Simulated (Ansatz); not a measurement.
**CH6B2Se: rigid scan of one bond length**

Program: the Python package of Ansatz 0.2.0. Level of theory: r2SCAN/def2-SVP. These are calculated values, not measurements.

### Step 1. The structure

Bond lengths: B1–B2 1.592 Å, B2–C3 1.570 Å, B2–Se4 2.068 Å, B1–H5 1.226 Å, B1–H6 1.220 Å, C3–H7 1.076 Å, C3–H8 1.124 Å, C3–H9 1.145 Å, Se4–H10 1.506 Å. Angles: B1–B2–C3 119.4°, B1–B2–Se4 120.6°, C3–B2–Se4 119.9°, B2–B1–H5 122.4°, B2–B1–H6 122.7°, H5–B1–H6 114.8°, B2–C3–H7 112.5°, B2–C3–H8 110.3°, B2–C3–H9 111.4°, H7–C3–H8 112.3°, H7–C3–H9 106.8°, H8–C3–H9 103.0°, B2–Se4–H10 89.0°.

ch6b2se.xyz, read by the script:

```xyz
10

B    -1.34500    0.44540   -0.74150
B     0.05580   -0.16600   -0.29440
C     0.30950   -0.48530    1.22180
Se    1.54100   -0.52530   -1.68740
H    -1.59710    0.72610   -1.90830
H    -2.22420    0.73080    0.05470
H    -0.37640   -1.21920    1.60850
H     0.30680    0.46240    1.82650
H     1.36440   -0.89550    1.39210
H     2.04820    0.87540   -1.46910
```

### Step 2. The script

ch6b2se.py

```python
'''Potential curve of CH6B2Se along one bond.'''

import warnings

import ansatz as az
import matplotlib.pyplot as plt
import numpy as np

warnings.simplefilter('ignore', az.DeckWarning)

mol = az.Crystal.molecule_from_extxyz('ch6b2se.xyz')

symbols = [site.symbol for site in mol.cartesian_sites]
start = np.array([site.position_ang for site in mol.cartesian_sites])
axis = (start[4] - start[0]) / np.linalg.norm(start[4] - start[0])
moving = [4]
lengths, energies = [1.079, 1.128, 1.177, 1.226, 1.275, 1.324, 1.373, 1.447], []
for length in lengths:
    xyz = start.copy()
    xyz[moving] += (length - np.linalg.norm(start[4] - start[0])) * axis
    point = az.Crystal.molecule()
    for symbol, place in zip(symbols, xyz):
        point = point.atom(symbol, place.tolist())
    model = (
        point.calculation()
        .basis(gaussian='def2-SVP')
        .functional('r2scan')
    )
    summary = model.run().report
    energies.append(summary['free_energy_ev'])
    print(f'r = {length:6.3f} A  E = {energies[-1]:.5f} eV  <S^2> = {abs(summary["mean_field"]["state"]["spin_squared"]):.3f}')

# quartic fit about the minimum
fit = np.polynomial.Polynomial.fit(lengths, np.array(energies) - min(energies), 4).convert()
roots = [r.real for r in fit.deriv().roots() if abs(r.imag) < 1e-9 and fit.deriv(2)(r.real) > 0]
r_e = min(roots, key=lambda r: abs(r - lengths[int(np.argmin(energies))]))
print(f'minimum of the fit at {r_e:.4f} A, force constant {fit.deriv(2)(r_e):.2f} eV/A^2')
plt.figure(figsize=(4.5, 3))
plt.plot(lengths, np.array(energies) - min(energies), 'o-')
plt.xlabel('bond length (A)')
plt.ylabel('E - E(min) (eV)')
plt.tight_layout()
plt.savefig('scan.png', dpi=100)
```

### Step 3. The input behind the calls

The package turns the script's settings into the engine's input (first run):

```yaml
crystal:
  periodic: [false, false, false]
  atoms:
    - { symbol: B, position_ang: [-1.345, 0.4454, -0.7415] }
    - { symbol: B, position_ang: [0.0558, -0.166, -0.2944] }
    - { symbol: C, position_ang: [0.3095, -0.4853, 1.2218] }
    - { symbol: Se, position_ang: [1.541, -0.5253, -1.6874] }
    - { symbol: H, position_ang: [-1.5668215350198138, 0.6923865326460205, -1.7681615115474767] }
    - { symbol: H, position_ang: [-2.2242, 0.7308, 0.0547] }
    - { symbol: H, position_ang: [-0.3764, -1.2192, 1.6085] }
    - { symbol: H, position_ang: [0.3068, 0.4624, 1.8265] }
    - { symbol: H, position_ang: [1.3644, -0.8955, 1.3921] }
    - { symbol: H, position_ang: [2.0482, 0.8754, -1.4691] }
basis:
  gaussian:
    orbitals: def2-SVP
hamiltonian:
  xc: r2scan
```

### Step 4. The run

Run with:

```
$ python ch6b2se.py
```

What time and memory should one allow on 1 thread of Arm Neoverse V2, shared host?

About 45 s, with a peak of 0.26 GiB.
